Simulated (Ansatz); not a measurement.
# SnBH₄ radical (SMILES [BH2][SnH2]): single points off equilibrium

Aim: energy, forces and dipole at a structure displaced at random from a GFN2-xTB minimum, from CCSD(T) and from density functionals.

The runs use Ansatz 0.2.0, Gaussian basis; single points in def2-TZVPP.

Cores are frozen in the correlated methods. Filled d shells of the heavier atoms are correlated. Core potentials replace the inner electrons past krypton, and spin-orbit coupling is left out. Orbitals are unrestricted.

## (1) Where the work starts

SMILES `[BH2][SnH2]`, 6 atoms, charge 0, spin multiplicity 2.

Atoms are counted from 1 here; the program's logs count them from 0.

Bond lengths: B1–Sn2 2.097 Å, B1–H3 1.160 Å, B1–H4 1.209 Å, Sn2–H5 1.689 Å, Sn2–H6 1.723 Å. Angles: Sn2–B1–H3 118.8°, Sn2–B1–H4 118.9°, H3–B1–H4 118.8°, B1–Sn2–H5 124.8°, B1–Sn2–H6 120.1°, H5–Sn2–H6 97.1°.

Geometry (Å):

```
B    -0.0219   -1.1777    0.1463
Sn    0.2753    0.8902   -0.0394
H    -0.1781   -1.6276    1.2037
H     0.3498   -1.9036   -0.7466
H     0.1222    1.7610   -1.4789
H    -0.6019    1.9824    0.9635
```

## (2) CCSD(T)/def2-TZVPP

Input file run/in.yaml:

```yaml
crystal:
  periodic: [false, false, false]
  atoms:
    - {symbol: B, position_ang: [-0.021900, -1.177700, 0.146300]}
    - {symbol: Sn, position_ang: [0.275300, 0.890200, -0.039400]}
    - {symbol: H, position_ang: [-0.178100, -1.627600, 1.203700]}
    - {symbol: H, position_ang: [0.349800, -1.903600, -0.746600]}
    - {symbol: H, position_ang: [0.122200, 1.761000, -1.478900]}
    - {symbol: H, position_ang: [-0.601900, 1.982400, 0.963500]}
basis:
  gaussian: {orbitals: def2-TZVPP}
magnetization: {spin_polarized: true, initial_magnetization: 1}
correlation: {method: ccsd_t}
scf: {omitted_lower_state_checks: [cluster_reference]}
output: {forces: true}
```

The command line of these runs was not kept.

## (3) PBE0-D4/def2-TZVPP

run/in.yaml, as its differences from that of step 2:

```diff
@@ -12,4 +12,3 @@
 magnetization: {spin_polarized: true, initial_magnetization: 1}
-correlation: {method: ccsd_t}
-scf: {omitted_lower_state_checks: [cluster_reference]}
-output: {forces: true}
+hamiltonian: {xc: pbe0, dispersion: d4}
+output: {forces: true, orbitals: {seedname: orbitals}}
```

## (4) wB97M-V/def2-TZVPP

run/in.yaml, as its differences from that of step 3:

```diff
@@ -12,3 +12,3 @@
 magnetization: {spin_polarized: true, initial_magnetization: 1}
-hamiltonian: {xc: pbe0, dispersion: d4}
-output: {forces: true, orbitals: {seedname: orbitals}}
+hamiltonian: {xc: {name: wB97M-V}}
+output: {forces: true}
```

## (5) r2SCAN-D4/def2-TZVPP

run/in.yaml, as its differences from that of step 4:

```diff
@@ -12,3 +12,3 @@
 magnetization: {spin_polarized: true, initial_magnetization: 1}
-hamiltonian: {xc: {name: wB97M-V}}
+hamiltonian: {xc: r2scan, dispersion: d4}
 output: {forces: true}
```

## (6) PBE-D4/def2-TZVPP

run/in.yaml, as its differences from that of step 5:

```diff
@@ -12,3 +12,3 @@
 magnetization: {spin_polarized: true, initial_magnetization: 1}
-hamiltonian: {xc: r2scan, dispersion: d4}
+hamiltonian: {xc: pbe, dispersion: d4}
 output: {forces: true}
```

## (7) BLYP-D4/def2-TZVPP

run/in.yaml, as its differences from that of step 6:

```diff
@@ -12,3 +12,3 @@
 magnetization: {spin_polarized: true, initial_magnetization: 1}
-hamiltonian: {xc: pbe, dispersion: d4}
+hamiltonian: {xc: {name: BLYP}, dispersion: d4}
 output: {forces: true}
```

## (8) B97M-V/def2-TZVPP

run/in.yaml, as its differences from that of step 7:

```diff
@@ -12,3 +12,3 @@
 magnetization: {spin_polarized: true, initial_magnetization: 1}
-hamiltonian: {xc: {name: BLYP}, dispersion: d4}
+hamiltonian: {xc: {name: B97M-V}}
 output: {forces: true}
```

(Steps that only read results are left out.)

What does the calculation give? Wanted: energy less free atoms, CCSD(T)/def2-TZVPP; RMS force component; RMS force error; HOMO and LUMO, PBE0-D4; T1 diagnostic.

**Answer**, as computed:

| quantity | value |
| --- | --- |
| energy less free atoms, CCSD(T)/def2-TZVPP | -15.007 eV |
| RMS force component | 0.565 to 0.627 eV/Å over the methods |
| RMS force error | PBE0-D4 0.091, wB97M-V 0.052, r2SCAN-D4 0.091, PBE-D4 0.181, BLYP-D4 0.187, B97M-V 0.141 eV/Å |
| HOMO and LUMO, PBE0-D4 | -6.36 and -3.54 eV |
| T1 diagnostic | 0.020 |

Against CCSD(T) the functionals' energies less atoms differ by -0.650 to -0.196 eV, PBE-D4 by -0.306 eV. The reference is not at the basis limit: in triple zeta CCSD(T) underbinds, which counts against methods that bind more; the gaps are no ranking. For forces wB97M-V does best and BLYP-D4 worst. Frozen-core CCSD(T) forces in triple zeta carry basis errors of their own, and this is one geometry, so small gaps rank nothing.
